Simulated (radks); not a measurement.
# Valence configurations of Mo⁺

NIST gives [Kr] 4d5 as the ground configuration of Mo⁺. Does this level of theory agree? Several fillings of the valence shells are run.

The numbers are computed with radks (a radial shooting solver on a logarithmic mesh, Libxc functionals) version 1 (scalar-relativistic Kohn-Sham, PBE, spin-unpolarised, spherical densities, finite nucleus), except any that are marked as measured or tabulated.

**1. The system**

```
element            : molybdenum (Z = 42)
charge             : +1
electrons          : 41
configuration      : [Kr] 4d5
nuclear rms radius : 4.4091 fm
others tried       : 4d4 5s1; 4d4.5 5s0.5; 4d4.5 5p0.5; 4d4 5s0.5 5p0.5; 4d3.5 5s1 5p0.5; 4d4 5p1; 4d3 5p2; 4d3 5s2; 4d3 5s1 5p1
```

Outer shells as boxes (Hund's rule):

Mo⁺
```
[Kr] core
4d [↑ ][↑ ][↑ ][↑ ][↑ ]
```

**2. [Kr] 4d5**

Settings of this run:

```text
Z 42
configuration [Kr] 4d5
relativity scalar-relativistic
functional pbe,pbe
spin unpolarised
nucleus finite rms 4.4091 fm
c 137.035999084
```

**3. [Kr] 4d4 5s1**

Changes since step 2:

```diff
@@ -1,3 +1,3 @@
 Z 42
-configuration [Kr] 4d5
+configuration [Kr] 4d4 5s1
 relativity scalar-relativistic
```

**4. [Kr] 4d4.5 5s0.5**

Changes since step 3:

```diff
@@ -1,3 +1,3 @@
 Z 42
-configuration [Kr] 4d4 5s1
+configuration [Kr] 4d4.5 5s0.5
 relativity scalar-relativistic
```

**5. [Kr] 4d4.5 5p0.5**

Changes since step 4:

```diff
@@ -1,3 +1,3 @@
 Z 42
-configuration [Kr] 4d4.5 5s0.5
+configuration [Kr] 4d4.5 5p0.5
 relativity scalar-relativistic
```

**6. [Kr] 4d4 5s0.5 5p0.5**

Settings of this run:

```text
Z 42
configuration [Kr] 4d4 5s0.5 5p0.5
relativity scalar-relativistic
functional pbe,pbe
spin unpolarised
nucleus finite rms 4.4091 fm
c 137.035999084
```

**7. [Kr] 4d3.5 5s1 5p0.5**

Settings of this run:

```text
Z 42
configuration [Kr] 4d3.5 5s1 5p0.5
relativity scalar-relativistic
functional pbe,pbe
spin unpolarised
nucleus finite rms 4.4091 fm
c 137.035999084
```

**8. [Kr] 4d4 5p1**

Settings of this run:

```text
Z 42
configuration [Kr] 4d4 5p1
relativity scalar-relativistic
functional pbe,pbe
spin unpolarised
nucleus finite rms 4.4091 fm
c 137.035999084
```

**9. [Kr] 4d3 5p2**

Changes since step 8:

```diff
@@ -1,3 +1,3 @@
 Z 42
-configuration [Kr] 4d4 5p1
+configuration [Kr] 4d3 5p2
 relativity scalar-relativistic
```

**10. [Kr] 4d3 5s2**

Changes since step 9:

```diff
@@ -1,3 +1,3 @@
 Z 42
-configuration [Kr] 4d3 5p2
+configuration [Kr] 4d3 5s2
 relativity scalar-relativistic
```

**11. [Kr] 4d3 5s1 5p1**

Changes since step 10:

```diff
@@ -1,3 +1,3 @@
 Z 42
-configuration [Kr] 4d3 5s2
+configuration [Kr] 4d3 5s1 5p1
 relativity scalar-relativistic
```

Before running it: what results should come out? Wanted: for each run, valence; E − E(NIST configuration); highest level; its energy; 1s shift.

As calculated:

```csv
valence,E − E(NIST configuration) (eV),highest level,its energy (eV),1s shift (eV)
4d5,0.000,4d,-10.414,+0.00
4d4.5 5s0.5,0.436,5s,-10.389,-1.61
4d4 5s1,1.174,5s,-10.974,-3.36
4d4.5 5p0.5,2.488,5p,-6.637,-2.24
4d4 5s0.5 5p0.5,3.319,5p,-7.027,-3.99
4d3 5s2,3.656,5s,-12.181,-7.22
4d3.5 5s1 5p0.5,4.479,5p,-7.428,-5.86
4d4 5p1,5.489,5p,-7.335,-4.60
4d3 5s1 5p1,8.356,5p,-8.121,-8.47
4d3 5p2,13.150,5p,-8.669,-9.67
```

**Reading.** The NIST configuration is the lowest of those tried, 0.436 eV under 4d4.5 5s0.5. The energies are those of spherical spin-averaged densities, not of single terms. The 1s eigenvalue shifts by up to 9.67 eV as the valence charge is rearranged.
